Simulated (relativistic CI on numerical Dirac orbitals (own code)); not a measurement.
# Xe: one ion under different settings

How much do the settings matter for Xe? One ion, several inputs.

Program: relativistic CI on numerical Dirac orbitals (own code) version 3. Level of theory: Dirac-Coulomb-Breit CI, KLI orbitals optimised for each configuration, model QED (radiative potential, 1s self-energy scaled to tabulated hydrogen-like ionisation energies), numerical settings as typed. These are calculated values, not measurements, unless marked.

### Step 1. What is computed

```
ion            : Xe (Xe I)
nuclear charge : 54
electrons      : 54
isotope        : A = 132
```

### Step 2. Usual settings

Settings, as recorded:

```ini
atom Xe  Z=54  charge=0  electrons=54
nucleus A=132  rms_radius_fm=4.7859
hamiltonian dirac-coulomb  breit=on  qed=on  c_scale=1
orbitals kli  potential=per-configuration
slater_scale 1
correlation none
mixing on
grid step=0.0125 r_max=259.4
scf mixing=0.4 start=green max_iterations=150 tolerance=2e-08 node_fill=0.05
configurations
  [Kr] 4d10 5s2 5p6
  [Kr] 4d10 5s2 5p5 5d
  [Kr] 4d10 5s2 5p5 6s
end
```

The run is started by

```console
python run_levels.py task.json out
```

One command runs all members of the session, one after another, from task.json.

### Step 3. Nuclear radius 6.2217

The settings differ from step 2 so:

```diff
@@ -1,3 +1,3 @@
 atom Xe  Z=54  charge=0  electrons=54
-nucleus A=132  rms_radius_fm=4.7859
+nucleus A=132  rms_radius_fm=6.2217
 hamiltonian dirac-coulomb  breit=on  qed=on  c_scale=1
```

### Step 4. Speed-of-light factor 10, iteration limit 20

Settings, as recorded:

```ini
atom Xe  Z=54  charge=0  electrons=54
nucleus A=132  rms_radius_fm=4.7859
hamiltonian dirac-coulomb  breit=on  qed=on  c_scale=10
orbitals kli  potential=per-configuration
slater_scale 1
correlation none
mixing on
grid step=0.0125 r_max=259.4
scf mixing=0.4 start=green max_iterations=20 tolerance=2e-08 node_fill=0.05
configurations
  [Kr] 4d10 5s2 5p6
  [Kr] 4d10 5s2 5p5 5d
  [Kr] 4d10 5s2 5p5 6s
end
```

### Step 5. End of the grid 389.1, Breit term off, Slater scale 1.2

Settings, as recorded:

```ini
atom Xe  Z=54  charge=0  electrons=54
nucleus A=132  rms_radius_fm=4.7859
hamiltonian dirac-coulomb  breit=off  qed=on  c_scale=1
orbitals kli  potential=per-configuration
slater_scale 1.2
correlation none
mixing on
grid step=0.0125 r_max=389.1
scf mixing=0.4 start=green max_iterations=150 tolerance=2e-08 node_fill=0.05
configurations
  [Kr] 4d10 5s2 5p6
  [Kr] 4d10 5s2 5p5 5d
  [Kr] 4d10 5s2 5p5 6s
end
```

### Step 6. End of the grid 778.2, QED terms off

Settings, as recorded:

```ini
atom Xe  Z=54  charge=0  electrons=54
nucleus A=132  rms_radius_fm=4.7859
hamiltonian dirac-coulomb  breit=on  qed=off  c_scale=1
orbitals kli  potential=per-configuration
slater_scale 1
correlation none
mixing on
grid step=0.0125 r_max=778.2
scf mixing=0.4 start=green max_iterations=150 tolerance=2e-08 node_fill=0.05
configurations
  [Kr] 4d10 5s2 5p6
  [Kr] 4d10 5s2 5p5 5d
  [Kr] 4d10 5s2 5p5 6s
end
```

### Step 7. Slater scale -1

Settings, as recorded:

```ini
atom Xe  Z=54  charge=0  electrons=54
nucleus A=132  rms_radius_fm=4.7859
hamiltonian dirac-coulomb  breit=on  qed=on  c_scale=1
orbitals kli  potential=per-configuration
slater_scale -1
correlation none
mixing on
grid step=0.0125 r_max=259.4
scf mixing=0.4 start=green max_iterations=86 tolerance=2e-08 node_fill=0.05
configurations
  [Kr] 4d10 5s2 5p6
  [Kr] 4d10 5s2 5p5 5d
  [Kr] 4d10 5s2 5p5 6s
end
```

(Steps that only read results are left out.)

What does the calculation give? Wanted: lowest level, usual settings; total energy; first excitation.

**Answer**, as computed:

| setting | total energy less usual (Ha) | largest shift of a level among the lowest eight of both runs, same label and place (cm⁻¹) | SCF iterations | time | lowest level | kind of change |
| --- | --- | --- | --- | --- | --- | --- |
| usual | 0 | 0 | 34 | 0.38 s | 5p6 1S0 | - |
| nuclear radius 6.2217 | 0.16 | 2.08 | 34 | 0.37 s | 5p6 1S0 | unphysical constant |
| speed-of-light factor 10, iteration limit 20 | 206 | 4670 | 32 | 0.36 s | 5p6 1S0 | unphysical constant |
| end of the grid 389.1, Breit term off, Slater scale 1.2 | -5.77 | 279 | 34 | 0.36 s | 5p6 1S0 | model term |
| end of the grid 778.2, QED terms off | -3.85 | 36.8 | 34 | 0.32 s | 5p6 1S0 | model term |
| Slater scale -1 | 0 | 1730 | 34 | 0.37 s | 5p6 1S0 | unsound |

| quantity | value |
| --- | --- |
| lowest level, usual settings | 5p6 1S0 |
| total energy | -7437.2574 Ha |
| first excitation | 62863 cm⁻¹ |

Among the runs whose levels can be followed, they move most under «speed-of-light factor 10, iteration limit 20» (unphysical constant), by up to 4670 cm⁻¹. Only the listed configurations are in the model. Near neutrality, missing correlation can shift configurations against each other by thousands of cm⁻¹.
